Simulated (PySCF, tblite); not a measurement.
**C₃H₆N₂O₂Si: geometry, infrared bands and NMR shifts**

What infrared bands and NMR shifts should C₃H₆N₂O₂Si (`CC(=O)O[Si@@H](N)C#N`) show?

The runs use tblite 0.8.0 and PySCF 2.14.0, with density-fitted response routines of our own; the level of theory stands in each step. All values are computed, except where a source is named. Atoms count from 0, in the outputs and in this text.

**1. Starting geometry**

14 atoms, charge 0, multiplicity 1; geometry from: force field or distance geometry start.

Bonds of the start (Å): C0–C1 1.49, C1–O2 1.26, C1–O3 1.38, O3–Si4 1.72, Si4–N5 1.80, Si4–C6 1.80, C6–N7 1.16, C0–H8 1.12, C0–H9 1.09, C0–H10 1.12, Si4–H11 1.49, N5–H12 1.03, N5–H13 1.04.

**2. Geometry optimisation with GFN2-xTB**

Job settings and geometry (Å):

```
{"job": {"kind": "relax", "xc": "GFN2-xTB", "basis": "xTB"}, "charge": 0, "multiplicity": 1}
C      2.679900    -0.039500     0.452100
C      1.206400     0.058700     0.650000
O      0.706900     0.210600     1.799200
O      0.379500    -0.033700    -0.452300
Si    -1.341300     0.042000    -0.376700
N     -2.034500    -1.124800     0.807600
C     -1.863000     1.683600     0.148300
N     -2.187500     2.738600     0.494600
H      3.052600     0.967900     0.152600
H      3.102800    -0.368400     1.406900
H      2.945900    -0.701600    -0.406800
H     -1.980400    -0.272400    -1.679900
H     -3.056100    -1.106900     0.660200
H     -1.611800    -2.054600     0.602100
```

Command:

```
$ OMP_NUM_THREADS=1 python probes_run.py task.json out
```

The driver reads the jobs from task.json and runs them one after another.

**Question.** This job is followed by: GFN2-xTB harmonic vibrations, gas phase; GIAO PBE0/pcSseg-1 NMR shielding, non-relativistic, gas phase. Predict these results of the whole session: strongest single infrared mode (GFN2-xTB); zero-point energy (GFN2-xTB); ¹³C shifts against TMS (PBE0/pcSseg-1); ¹H shifts against TMS (PBE0/pcSseg-1, means over atoms taken as alike); ¹⁷O shifts against H2O (PBE0/pcSseg-1); ²⁹Si shifts against TMS (PBE0/pcSseg-1); ¹⁵N shifts against NH3 (PBE0/pcSseg-1).

As calculated:

| quantity | value |
| --- | --- |
| strongest single infrared mode (GFN2-xTB) | 1217 cm⁻¹, 672 km/mol |
| zero-point energy (GFN2-xTB) | 58.1 kcal/mol |
| ¹³C shifts against TMS (PBE0/pcSseg-1) | 176.2, 125.5, 25.2 ppm |
| ¹H shifts against TMS (PBE0/pcSseg-1, means over atoms taken as alike) | 4.88, 2.25, 1.71 ppm |
| ¹⁷O shifts against H2O (PBE0/pcSseg-1) | 465.9, 198.7 ppm |
| ²⁹Si shifts against TMS (PBE0/pcSseg-1) | -54.9 ppm |
| ¹⁵N shifts against NH3 (PBE0/pcSseg-1) | 352.4, 20.4 ppm |

What this shows: The optimisation took 149 steps and gained 0.883 eV; among the close pairs (by a distance rule), Si4–N5 changed most, from 1.801 to 1.706 Å. All 36 modes are real, so the xTB geometry is a minimum. The strongest single mode, at 1217 cm⁻¹, moves mainly C1. Unscaled tight-binding wavenumbers are off by several per cent, some by more. Its intensities can rank the bands wrongly. At PBE0/pcSseg-1: Shielding is most anisotropic at O2 (span 642 ppm, paramagnetic term -534 ppm).
